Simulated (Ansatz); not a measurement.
# Li+ with Br2: superposition error and deformation

An exercise on one series of results from a longer session: the logs are not shown, and one member is left open.

Computed with Ansatz 0.2.0, Gaussian basis. Level: PBE0-D4 structures, single points in def2-TZVPPD.

Levels: PBE-D4, revPBE-D4, BLYP-D4, r2SCAN-D4, B97M-V, PBE0-D4, B3LYP-D4, HSE06-D4, wB97X-V, wB97M-V, B2PLYP, Hartree-Fock, MP2, CCSD, CCSD(T).

Cores are frozen in the correlated methods. Filled d shells of the heavier atoms are correlated. The outer core shell of Li, Na, Mg and K is correlated. B3LYP uses VWN-RPA correlation. B2PLYP carries no dispersion term here.

129 further runs of the same task are left out: 129 set aside as unsound or not needed.

## Where the work starts

The relaxed pair: 3 atoms, charge 1, spin multiplicity 1.

Atoms are counted from 1 here; the program's logs count them from 0.

Bond lengths: Li1–Br2 2.560 Å, Li1–Br3 2.559 Å, Br2–Br3 2.299 Å. Angles: Br2–Li1–Br3 53.4°, Li1–Br2–Br3 63.3°, Li1–Br3–Br2 63.3°.

Coordinates:

| atom | x (Å) | y (Å) | z (Å) |
| --- | --- | --- | --- |
| Li1 | -0.1144 | -0.1424 | -1.5136 |
| Br2 | -0.6572 | -0.8185 | 0.8952 |
| Br3 | 0.7717 | 0.9609 | 0.6184 |

Atoms 1 to 1 are fragment A (Li+), the rest fragment B (Br2). From earlier runs, pair energy (eV) and counterpoise interaction (kcal/mol):

| method | E(pair) | interaction |
| --- | --- | --- |
| PBE-D4 | -140269.88288 | -19.17 |
| revPBE-D4 | -140279.57618 | -18.69 |
| BLYP-D4 | -140293.01586 | -18.80 |
| r2SCAN-D4 | -140290.46348 | -16.62 |
| B97M-V | -140266.88770 | -16.88 |
| PBE0-D4 | -140274.73042 | -18.51 |
| B3LYP-D4 | -140293.17024 | -18.48 |
| HSE06-D4 | -140274.95562 | -18.51 |
| wB97X-V | -140278.36104 | -17.29 |
| wB97M-V | -140283.38894 | -17.61 |
| B2PLYP | -140270.42065 | -17.33 |
| Hartree-Fock | -140195.29273 | -14.67 |
| MP2 | -140211.16253 | -15.85 |
| CCSD(T) | -140212.11910 | -15.70 |

First each fragment is run alone in its own basis, frozen in the shape it has in the pair (a, b).

Set-up of the first run:

a/in.yaml reads:

```yaml
crystal:
  periodic: [false, false, false]
  atoms:
    - {symbol: Li, position_ang: [-0.114450, -0.142432, -1.513612]}
basis:
  gaussian: {orbitals: "def2-TZVPPD.json"}
total_charge: 1
hamiltonian: {xc: {name: wB97X-V}}
```

b/in.yaml reads:

```yaml
crystal:
  periodic: [false, false, false]
  atoms:
    - {symbol: Br, position_ang: [-0.657240, -0.818463, 0.895231]}
    - {symbol: Br, position_ang: [0.771689, 0.960896, 0.618380]}
basis:
  gaussian: {orbitals: "def2-TZVPPD.json"}
hamiltonian: {xc: {name: wB97X-V}}
```

The basis file named in the input lies beside it (Basis Set Exchange, JSON).

One command serves all of them, each in its own folder.

Launch:

```
$ ansatz run in.yaml --threads 2 --pin off --events-out ev --progress --plain --max-ram 5222MiB
```

Steps of the session up to this table: wB97X-V/def2-TZVPPD; wB97M-V/def2-TZVPPD; B2PLYP/def2-TZVPPD; B97M-V/def2-TZVPPD; CCSD(T)/def2-TZVPPD; Relaxing Br2 alone; PBE-D4/def2-TZVPPD; r2SCAN-D4/def2-TZVPPD; PBE0-D4/def2-TZVPPD; B3LYP-D4/def2-TZVPPD; BLYP-D4/def2-TZVPPD; revPBE-D4/def2-TZVPPD; HSE06-D4/def2-TZVPPD.

One table of the session follows, with a row left open; its other results are not shown here.

```
      method  interaction with counterpoise (kcal/mol)
      PBE-D4                                    -19.17
   revPBE-D4                                    -18.69
     BLYP-D4                                    -18.80
   r2SCAN-D4                                    -16.62
      B97M-V                                    -16.88
     PBE0-D4                                    -18.51
    B3LYP-D4                                    -18.48
    HSE06-D4                                    -18.51
     wB97X-V                                    -17.29
     wB97M-V                                    -17.61
      B2PLYP                                    -17.33
Hartree-Fock                                    -14.67
         MP2                                    -15.85
        CCSD                                         ?
     CCSD(T)                                    -15.70
```

**Question.** Estimate the row for CCSD.

**Answer.** interaction with counterpoise (kcal/mol): -15.57. In the column «interaction with counterpoise (kcal/mol)» it lies between CCSD(T) (-15.70) and Hartree-Fock (-14.67).
